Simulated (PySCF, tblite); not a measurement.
**C2H4BBrO2: dynamics, then NMR shifts on frames**

Aim: move C2H4BBrO2 (`C=COB(O)Br`) away from its starting geometry and see how NMR shifts follow the geometry.

The runs use tblite 0.8.0 and PySCF 2.14.0, with density-fitted response routines of our own; the level of theory stands in each step. All values are computed, except where a source is named. Atoms are numbered from 0 throughout.

## 1. The molecule as given

10 atoms, charge 0, multiplicity 1; geometry from: GFN2-xTB.

Bonds of the start (Å): C0–C1 1.32, C1–O2 1.37, O2–B3 1.34, B3–O4 1.34, B3–Br5 1.90, C0–H6 1.08, C0–H7 1.07, C1–H8 1.08, O4–H9 0.96.

## 2. Thermal motion with GFN2-xTB

The job: settings as JSON, then the geometry in Å.

```
{"job": {"kind": "md", "xc": "GFN2-xTB", "basis": "xTB", "temperature": 200, "steps": 2000, "every": 50, "frames": 5}, "charge": 0, "multiplicity": 1}
C     -2.000025     0.270583    -0.633067
C     -0.749834     0.572485    -0.337099
O      0.194525    -0.401615    -0.160553
B      1.494190    -0.255352     0.144002
O      2.292916    -1.319581     0.281630
Br     2.313751     1.436985     0.405420
H     -2.322391    -0.749533    -0.744938
H     -2.727845     1.047113    -0.768500
H     -0.399327     1.592291    -0.218552
H      1.912923    -2.188722     0.156289
```

Level: GFN2-xTB Langevin dynamics, gas phase.

Run with:

```console
> OMP_NUM_THREADS=1 python probes_run.py task.json out
```

One launch serves the whole session: the jobs run in the order shown.

The program printed:

```text
t/fs     T/K      E/eV
    0.0   169.5   -540.61778
   25.0   102.6   -540.49235
   50.0   213.2   -540.49757
   75.0   169.1   -540.49739
  100.0   151.1   -540.46673
  125.0   179.1   -540.47239
  150.0   155.8   -540.42443
  175.0   147.1   -540.48541
  200.0   123.0   -540.42078
  225.0   188.2   -540.43733
  250.0   180.2   -540.49446
  275.0   161.6   -540.38568
  300.0   160.0   -540.39827
  325.0   182.3   -540.45711
  350.0   128.3   -540.40212
  375.0   127.9   -540.47124
  400.0   106.7   -540.49579
  425.0   218.2   -540.48825
  450.0   122.9   -540.42133
  475.0   172.4   -540.48626
  500.0   142.4   -540.44390
  525.0   197.9   -540.48165
  550.0   175.9   -540.46622
  575.0   114.4   -540.47676
  600.0   225.1   -540.52264
  625.0   202.7   -540.41936
  650.0   231.6   -540.41067
  675.0   228.8   -540.39570
  700.0   205.7   -540.36233
  725.0   240.1   -540.47133
  750.0   191.6   -540.43056
  775.0   218.4   -540.34588
  800.0   143.9   -540.39646
  825.0   154.4   -540.47520
  850.0   139.2   -540.45567
  875.0   123.6   -540.45008
  900.0   182.4   -540.49251
  925.0   229.0   -540.51366
  950.0   225.0   -540.51778
  975.0   168.3   -540.42985
 1000.0   232.5   -540.48797
```

It took 28 s on 1 thread of Intel Xeon at 2.50GHz, shared host; peak memory 0.18 GiB.

Distance from the start (root mean square after alignment): 0 fs 0.00 Å, 200 fs 0.11 Å, 400 fs 0.30 Å, 600 fs 0.12 Å, 800 fs 0.13 Å, 1000 fs 0.10 Å.

Positions (Å) and forces (eV/Å) at 1000 fs:

```xyz
10

C    -2.154    0.409   -0.982    0.538    0.907   -0.594
C    -0.936    0.717   -0.590    0.513    0.294    0.563
O    -0.217   -0.131    0.202   -0.203   -0.900    0.189
B     0.896    0.002    0.928    0.285    0.090   -0.130
O     1.461   -0.992    1.645   -0.647   -0.325   -0.150
Br    1.798    1.700    0.867    0.105   -0.272    0.222
H    -2.507   -0.552   -0.785   -0.767   -1.005    0.248
H    -2.698    1.097   -1.602   -0.091   -0.135    0.060
H    -0.435    1.657   -0.764   -0.081    0.270   -0.179
H     1.043   -1.878    1.723    0.348    1.077   -0.228
```

## 3. NMR shieldings: 250 fs, PBE0/pcSseg-1

The job: settings as JSON, then the geometry in Å.

```
{"job": {"kind": "nmr", "xc": "PBE0", "basis": "pcSseg-1", "pop": false}, "charge": 0, "multiplicity": 1}
C     -1.865400     0.416400    -0.981500
C     -0.844700     0.490500    -0.155300
O      0.068100    -0.530200    -0.072000
B      1.393700    -0.346900     0.244600
O      2.343900    -1.251700     0.092200
Br     2.031900     1.402300     0.757400
H     -2.060600    -0.411500    -1.634700
H     -2.606200     1.240300    -1.007000
H     -0.666200     1.328100     0.492700
H      2.125800    -2.116700    -0.227100
```

Method: GIAO PBE0/pcSseg-1 NMR shielding, non-relativistic, gas phase.

The program printed:

```text
coarse grid: 43120 points
cycle   1  E = -2827.1761519497  dE = -2.805e-01  |g| = 1.038e+00  |ddm| = 2.932e+00
cycle   2  E = -2827.0713218795  dE =  1.048e-01  |g| = 1.160e+00  |ddm| = 1.054e+00
cycle   3  E = -2827.2893254793  dE = -2.180e-01  |g| = 2.085e-01  |ddm| = 7.459e-01
cycle   4  E = -2827.2967685593  dE = -7.443e-03  |g| = 3.177e-02  |ddm| = 1.270e-01
cycle   5  E = -2827.2969191722  dE = -1.506e-04  |g| = 1.021e-02  |ddm| = 2.660e-02
cycle   6  E = -2827.2969432666  dE = -2.409e-05  |g| = 2.294e-03  |ddm| = 8.999e-03
cycle   7  E = -2827.2969438958  dE = -6.292e-07  |g| = 1.254e-03  |ddm| = 1.993e-03
final grid: 90608 points
cycle   8  E = -2827.2970178561  dE =  5.669e-07  |g| = 2.155e-03  |ddm| = 2.301e-03
cycle   9  E = -2827.2970158844  dE =  1.972e-06  |g| = 3.836e-03  |ddm| = 3.607e-03
cycle  10  E = -2827.2970187428  dE = -2.858e-06  |g| = 1.573e-04  |ddm| = 2.379e-03
cycle  11  E = -2827.2970187485  dE = -5.646e-09  |g| = 1.749e-05  |ddm| = 1.284e-04
cycle  12  E = -2827.2970187485  dE = -6.366e-11  |g| = 6.273e-06  |ddm| = 1.762e-05
converged SCF energy = -2827.2970187485

GIAO shielding tensors (ppm)
atom      isotropic    diamagn.    paramagn.     s11        s22        s33       span
  0 C       82.357     253.612    -171.254    -19.304    104.364    162.012    181.316
  1 C       32.213     253.096    -220.882    -78.877     73.628    101.889    180.767
  2 O      134.670     396.622    -261.952     12.744    131.528    259.739    246.994
  3 B       74.908     194.608    -119.699     67.401     76.578     80.747     13.346
  4 O      216.404     382.778    -166.374    126.419    250.990    271.801    145.383
  5 Br    2542.098    3125.256    -583.158   2210.987   2581.026   2834.280    623.293
  6 H       26.663      30.597      -3.934     23.910     25.026     31.053      7.143
  7 H       26.555      27.965      -1.410     24.637     24.938     30.090      5.453
  8 H       24.470      31.141      -6.671     20.113     21.248     32.049     11.936
  9 H       27.270      31.246      -3.976     20.390     21.684     39.737     19.347
```

It took 40 s on 1 thread of Intel Xeon at 2.50GHz, shared host; peak memory 0.67 GiB.

Shifts follow as δ = σ(reference) − σ, with reference shieldings (ppm) from runs at the same level and on the same kind of geometry: 1H TMS 31.72, 13C TMS 186.9, 17O H2O 336.1, 11B BF3·OEt2 100.1, 79Br HBr 2622. The references are single molecules in the gas phase, so shifts against H2O, NH3, PH3, H3PO4 or CFCl3 are not on the usual liquid scales and can be off by tens of ppm. Each atom is listed at this fixed geometry, with no averaging over motion; a spectrum would average atoms that exchange fast.

```tsv
atoms	environment	σ (ppm)	δ (ppm)
C1	alkene carbon bearing oxygen	32.2	154.7
C0	β carbon of an enol-ether or enamine type C=C	82.4	104.6
H8	hydrogen on an alkene carbon bearing oxygen	24.47	7.25
H7	hydrogen on a β carbon of an enol-ether or enamine type C=C	26.56	5.16
H6	hydrogen on a β carbon of an enol-ether or enamine type C=C	26.66	5.05
H9	hydrogen on an oxygen bonded to B	27.27	4.45
O2	oxygen bonded to C, B	134.7	201.4
O4	oxygen bonded to B, H	216.4	119.7
B3	boron bonded to Br, 2 O	74.9	25.2
Br5	bromine bonded to B	2542	80
```

## 4. Shielding tensors: 425 fs, PBE0/pcSseg-1

The job: settings as JSON, then the geometry in Å.

```
{"job": {"kind": "nmr", "xc": "PBE0", "basis": "pcSseg-1", "pop": false}, "charge": 0, "multiplicity": 1}
C     -1.995800    -0.034100    -1.044900
C     -0.911000     0.311700    -0.327600
O      0.101500    -0.584900    -0.105400
B      1.366600    -0.395400     0.326100
O      2.185200    -1.472400     0.345700
Br     2.069800     1.310400     0.660100
H     -2.217300    -1.026800    -1.424300
H     -2.782200     0.720500    -1.114500
H     -0.814400     1.286300     0.087500
H      1.810200    -2.258600    -0.035200
```

With the program's defaults for keys left out, this is: GIAO PBE0/pcSseg-1 NMR shielding, non-relativistic, gas phase.

The program printed:

```text
coarse grid: 43120 points
cycle   1  E = -2827.1738846231  dE = -2.798e-01  |g| = 1.048e+00  |ddm| = 2.944e+00
cycle   2  E = -2827.0558411638  dE =  1.180e-01  |g| = 1.196e+00  |ddm| = 1.081e+00
cycle   3  E = -2827.2890276357  dE = -2.332e-01  |g| = 2.109e-01  |ddm| = 7.693e-01
cycle   4  E = -2827.2966731403  dE = -7.646e-03  |g| = 4.019e-02  |ddm| = 1.284e-01
cycle   5  E = -2827.2968766656  dE = -2.035e-04  |g| = 1.846e-02  |ddm| = 3.454e-02
cycle   6  E = -2827.2969403602  dE = -6.369e-05  |g| = 4.653e-03  |ddm| = 1.391e-02
cycle   7  E = -2827.2969447189  dE = -4.359e-06  |g| = 1.006e-03  |ddm| = 3.852e-03
final grid: 90608 points
cycle   8  E = -2827.2970127727  dE =  2.906e-07  |g| = 1.491e-03  |ddm| = 2.123e-03
cycle   9  E = -2827.2970117680  dE =  1.005e-06  |g| = 2.472e-03  |ddm| = 3.005e-03
cycle  10  E = -2827.2970133343  dE = -1.566e-06  |g| = 2.660e-04  |ddm| = 1.928e-03
cycle  11  E = -2827.2970133503  dE = -1.600e-08  |g| = 2.752e-05  |ddm| = 1.938e-04
cycle  12  E = -2827.2970133505  dE = -1.505e-10  |g| = 7.622e-06  |ddm| = 2.135e-05
converged SCF energy = -2827.2970133505

GIAO shielding tensors (ppm)
atom      isotropic    diamagn.    paramagn.     s11        s22        s33       span
  0 C       77.508     253.593    -176.086    -29.707    101.693    160.538    190.245
  1 C       30.157     252.974    -222.817    -86.393     72.037    104.829    191.222
  2 O      128.844     396.916    -268.072     11.119    112.786    262.627    251.508
  3 B       75.438     195.774    -120.336     64.697     79.679     81.939     17.242
  4 O      207.779     383.952    -176.173    113.060    252.785    257.491    144.431
  5 Br    2609.269    3125.058    -515.789   2268.898   2700.828   2858.081    589.184
  6 H       26.196      30.092      -3.897     23.182     24.730     30.675      7.492
  7 H       26.724      28.542      -1.819     24.515     25.300     30.356      5.841
  8 H       24.682      31.816      -7.134     20.912     21.412     31.723     10.811
  9 H       27.427      31.922      -4.495     20.838     22.932     38.510     17.672
```

Wall time 40 s (1 thread of Intel Xeon at 2.50GHz, shared host); peak memory 0.84 GiB.

Key values: δ C1 156.8, C0 109.4, O2 207.2, O4 128.3, H8 7.03, H6 5.52 ppm.

## 5. NMR shieldings: 625 fs, PBE0/pcSseg-1

The job: settings as JSON, then the geometry in Å.

```
{"job": {"kind": "nmr", "xc": "PBE0", "basis": "pcSseg-1", "pop": false}, "charge": 0, "multiplicity": 1}
C     -2.046800    -0.250900    -0.804200
C     -0.838200     0.097100    -0.422600
O      0.223600    -0.700900    -0.180600
B      1.389900    -0.491900     0.461500
O      2.255500    -1.458200     0.713300
Br     2.069900     1.267200     0.709000
H     -2.300900    -1.266100    -0.964800
H     -2.882700     0.395200    -0.910800
H     -0.656000     1.157100    -0.178100
H      2.094900    -2.390100     0.652100
```

Level: GIAO PBE0/pcSseg-1 NMR shielding, non-relativistic, gas phase.

The program printed:

```text
coarse grid: 43120 points
cycle   1  E = -2827.1680110020  dE = -1.886e-01  |g| = 1.043e+00  |ddm| = 2.964e+00
cycle   2  E = -2827.0693589378  dE =  9.865e-02  |g| = 1.149e+00  |ddm| = 1.052e+00
cycle   3  E = -2827.2822249556  dE = -2.129e-01  |g| = 2.069e-01  |ddm| = 7.372e-01
cycle   4  E = -2827.2894934864  dE = -7.269e-03  |g| = 4.016e-02  |ddm| = 1.284e-01
cycle   5  E = -2827.2897257731  dE = -2.323e-04  |g| = 1.686e-02  |ddm| = 3.303e-02
cycle   6  E = -2827.2897752238  dE = -4.945e-05  |g| = 3.936e-03  |ddm| = 1.169e-02
cycle   7  E = -2827.2897779849  dE = -2.761e-06  |g| = 1.066e-03  |ddm| = 3.190e-03
final grid: 90608 points
cycle   8  E = -2827.2897770125  dE =  3.994e-07  |g| = 1.679e-03  |ddm| = 2.108e-03
cycle   9  E = -2827.2897756721  dE =  1.340e-06  |g| = 2.894e-03  |ddm| = 3.439e-03
cycle  10  E = -2827.2897777005  dE = -2.028e-06  |g| = 2.212e-04  |ddm| = 2.193e-03
cycle  11  E = -2827.2897777113  dE = -1.080e-08  |g| = 2.097e-05  |ddm| = 1.616e-04
cycle  12  E = -2827.2897777113  dE = -8.686e-11  |g| = 6.234e-06  |ddm| = 1.839e-05
converged SCF energy = -2827.2897777113

GIAO shielding tensors (ppm)
atom      isotropic    diamagn.    paramagn.     s11        s22        s33       span
  0 C       87.912     253.377    -165.465    -14.448    108.729    169.456    183.903
  1 C       36.118     253.574    -217.455    -72.183     71.742    108.795    180.978
  2 O      142.232     395.649    -253.417     23.409    116.589    286.697    263.288
  3 B       78.604     194.268    -115.664     72.865     79.114     83.834     10.968
  4 O      217.962     381.838    -163.876    137.379    247.972    268.533    131.154
  5 Br    2588.302    3124.984    -536.682   2240.495   2636.796   2887.614    647.119
  6 H       27.510      30.793      -3.283     24.615     25.558     32.357      7.741
  7 H       26.946      29.740      -2.794     25.339     25.834     29.664      4.325
  8 H       24.623      30.921      -6.299     19.486     22.419     31.963     12.477
  9 H       27.140      30.830      -3.689     20.310     21.146     39.964     19.653
```

Run time: 40 s. Hardware: 1 thread of Intel Xeon at 2.50GHz, shared host; peak memory 0.84 GiB.

In short: δ C1 150.8, C0 99.0, O2 193.8, O4 118.1, H8 7.09, H7 4.77 ppm.

## 6. NMR shieldings: 800 fs, PBE0/pcSseg-1

The job: settings as JSON, then the geometry in Å.

```
{"job": {"kind": "nmr", "xc": "PBE0", "basis": "pcSseg-1", "pop": false}, "charge": 0, "multiplicity": 1}
C     -1.962600    -0.328900    -0.725400
C     -0.871100     0.277500    -0.347300
O      0.142300    -0.430800     0.247900
B      1.369100    -0.055500     0.603300
O      2.210300    -1.081200     0.983600
Br     2.002000     1.692100     0.838800
H     -2.115500    -1.400600    -0.606900
H     -2.745000     0.148000    -1.331700
H     -0.616500     1.324800    -0.401900
H      1.908300    -1.948300     1.063700
```

With the program's defaults for keys left out, this is: GIAO PBE0/pcSseg-1 NMR shielding, non-relativistic, gas phase.

The program printed:

```text
coarse grid: 43120 points
cycle   1  E = -2827.1612697074  dE = -2.173e-01  |g| = 1.066e+00  |ddm| = 2.962e+00
cycle   2  E = -2827.0338800288  dE =  1.274e-01  |g| = 1.232e+00  |ddm| = 1.143e+00
cycle   3  E = -2827.2826038702  dE = -2.487e-01  |g| = 2.110e-01  |ddm| = 8.139e-01
cycle   4  E = -2827.2901451827  dE = -7.541e-03  |g| = 4.007e-02  |ddm| = 1.278e-01
cycle   5  E = -2827.2903658430  dE = -2.207e-04  |g| = 1.566e-02  |ddm| = 3.264e-02
cycle   6  E = -2827.2904112613  dE = -4.542e-05  |g| = 3.888e-03  |ddm| = 1.154e-02
cycle   7  E = -2827.2904136120  dE = -2.351e-06  |g| = 1.040e-03  |ddm| = 2.804e-03
final grid: 90608 points
cycle   8  E = -2827.2903838374  dE =  2.640e-07  |g| = 1.548e-03  |ddm| = 1.938e-03
cycle   9  E = -2827.2903829372  dE =  9.001e-07  |g| = 2.574e-03  |ddm| = 2.743e-03
cycle  10  E = -2827.2903843535  dE = -1.416e-06  |g| = 2.287e-04  |ddm| = 1.763e-03
cycle  11  E = -2827.2903843656  dE = -1.206e-08  |g| = 1.109e-05  |ddm| = 1.767e-04
cycle  12  E = -2827.2903843656  dE = -3.638e-11  |g| = 5.514e-06  |ddm| = 1.765e-05
converged SCF energy = -2827.2903843656

GIAO shielding tensors (ppm)
atom      isotropic    diamagn.    paramagn.     s11        s22        s33       span
  0 C       85.422     253.812    -168.390    -11.315    102.964    164.616    175.931
  1 C       38.474     253.072    -214.598    -64.155     72.728    106.848    171.003
  2 O      128.906     397.078    -268.172     24.291     97.152    265.274    240.984
  3 B       76.110     194.864    -118.755     68.938     78.672     80.718     11.780
  4 O      211.818     383.089    -171.271    119.797    257.309    258.348    138.552
  5 Br    2615.869    3124.642    -508.773   2274.577   2696.378   2876.652    602.075
  6 H       26.409      30.298      -3.889     24.184     24.561     30.482      6.298
  7 H       26.623      28.094      -1.471     24.970     25.107     29.791      4.821
  8 H       24.822      30.910      -6.088     20.267     22.811     31.389     11.122
  9 H       28.358      33.588      -5.231     21.756     22.933     40.385     18.628
```

Wall time 38 s (1 thread of Intel Xeon at 2.50GHz, shared host); peak memory 0.84 GiB.

Key values: δ C1 148.5, C0 101.5, O2 207.2, O4 124.3, H8 6.89, H6 5.31 ppm.

## 7. Shielding tensors: 1000 fs, PBE0/pcSseg-1

The job: settings as JSON, then the geometry in Å.

```
{"job": {"kind": "nmr", "xc": "PBE0", "basis": "pcSseg-1", "pop": false}, "charge": 0, "multiplicity": 1}
C     -2.153700     0.409000    -0.981500
C     -0.936500     0.716900    -0.589800
O     -0.216700    -0.131200     0.202100
B      0.896000     0.002100     0.927600
O      1.460900    -0.992300     1.645300
Br     1.798500     1.699600     0.867400
H     -2.506800    -0.552100    -0.784800
H     -2.698200     1.096600    -1.602000
H     -0.434900     1.656500    -0.763700
H      1.042900    -1.877600     1.723200
```

Method: GIAO PBE0/pcSseg-1 NMR shielding, non-relativistic, gas phase.

The program printed:

```text
coarse grid: 43120 points
cycle   1  E = -2827.1728320703  dE = -2.573e-01  |g| = 1.043e+00  |ddm| = 2.932e+00
cycle   2  E = -2827.0663823316  dE =  1.064e-01  |g| = 1.168e+00  |ddm| = 1.054e+00
cycle   3  E = -2827.2878883839  dE = -2.215e-01  |g| = 2.112e-01  |ddm| = 7.434e-01
cycle   4  E = -2827.2954610470  dE = -7.573e-03  |g| = 4.106e-02  |ddm| = 1.285e-01
cycle   5  E = -2827.2956934617  dE = -2.324e-04  |g| = 1.820e-02  |ddm| = 3.335e-02
cycle   6  E = -2827.2957508320  dE = -5.737e-05  |g| = 3.933e-03  |ddm| = 1.220e-02
cycle   7  E = -2827.2957536300  dE = -2.798e-06  |g| = 1.061e-03  |ddm| = 3.225e-03
final grid: 90608 points
cycle   8  E = -2827.2957289010  dE =  3.686e-07  |g| = 1.634e-03  |ddm| = 2.158e-03
cycle   9  E = -2827.2957276771  dE =  1.224e-06  |g| = 2.768e-03  |ddm| = 3.306e-03
cycle  10  E = -2827.2957295589  dE = -1.882e-06  |g| = 2.301e-04  |ddm| = 2.102e-03
cycle  11  E = -2827.2957295706  dE = -1.166e-08  |g| = 2.262e-05  |ddm| = 1.669e-04
cycle  12  E = -2827.2957295707  dE = -1.073e-10  |g| = 6.440e-06  |ddm| = 1.910e-05
converged SCF energy = -2827.2957295707

GIAO shielding tensors (ppm)
atom      isotropic    diamagn.    paramagn.     s11        s22        s33       span
  0 C       84.756     255.117    -170.361    -24.458    112.508    166.218    190.676
  1 C       32.507     252.619    -220.112    -80.727     74.526    103.722    184.448
  2 O      130.635     398.428    -267.793     13.099    113.525    265.281    252.182
  3 B       78.066     196.290    -118.224     72.555     78.958     82.685     10.130
  4 O      214.641     384.390    -169.749    132.301    254.490    257.131    124.830
  5 Br    2590.079    3125.253    -535.174   2246.788   2645.907   2877.541    630.753
  6 H       27.024      32.154      -5.130     23.465     25.594     32.014      8.549
  7 H       26.878      28.691      -1.813     24.516     25.669     30.448      5.932
  8 H       24.658      30.767      -6.109     20.082     21.721     32.170     12.088
  9 H       26.319      30.054      -3.735     19.759     20.893     38.304     18.545
```

Run time: 38 s. Hardware: 1 thread of Intel Xeon at 2.50GHz, shared host; peak memory 0.84 GiB.

In short: δ C1 154.4, C0 102.2, O2 205.4, O4 121.4, H8 7.06, H9 5.40 ppm.

## 8. Comparing the runs: NMR shifts

Shifts (ppm) of some atoms, chosen among heavy atoms and hydrogens apart, with basis size and wall time:

```tsv
frame	C1	C0	H6	H9	O2	O4	Br5	functions	time
250 fs	154.7	104.6	5.05	4.45	201.4	119.7	80	146	40 s
425 fs	156.8	109.4	5.52	4.29	207.2	128.3	13	146	40 s
625 fs	150.8	99.0	4.21	4.58	193.8	118.1	34	146	40 s
800 fs	148.5	101.5	5.31	3.36	207.2	124.3	6	146	38 s
1000 fs	154.4	102.2	4.69	5.40	205.4	121.4	32	146	38 s
```

## 9. Results

| quantity | value |
| --- | --- |
| thermostat | 200 K |
| mean temperature, second half | 189 K |
| mean potential energy above the minimum | 0.17 eV |
| 13C shifts against TMS (PBE0/pcSseg-1, 250 fs) | 154.7, 104.6 ppm |
| 1H shifts against TMS (PBE0/pcSseg-1, 250 fs) | 7.25, 5.16, 5.05, 4.45 ppm |
| 17O shifts against H2O (PBE0/pcSseg-1, 250 fs) | 201.4, 119.7 ppm |
| 11B shifts against BF3·OEt2 (PBE0/pcSseg-1, 250 fs) | 25.2 ppm |
| 79Br shifts against HBr (PBE0/pcSseg-1, 250 fs) | 80 ppm |
| range of the shift of Br5 | 6 to 80 ppm |

What this shows: In the second half the potential energy averages 0.17 eV above the minimum; equipartition over 24 harmonic modes at 200 K would give 0.21 eV. With 10 atoms the temperature swings widely (103 to 240 K). Shifts at one fixed geometry are not the observed spectrum, which averages over the motion. In the first frame run (250 fs): The widest tensor belongs to Br5: span 623 ppm, with a paramagnetic part of -583 ppm. In ppm, Br5 moves most: its shift spreads over 74 ppm, from 6 (800 fs) to 80 (250 fs). Spin-orbit coupling is left out, which matters for shieldings and couplings at and beside the heavy atoms.
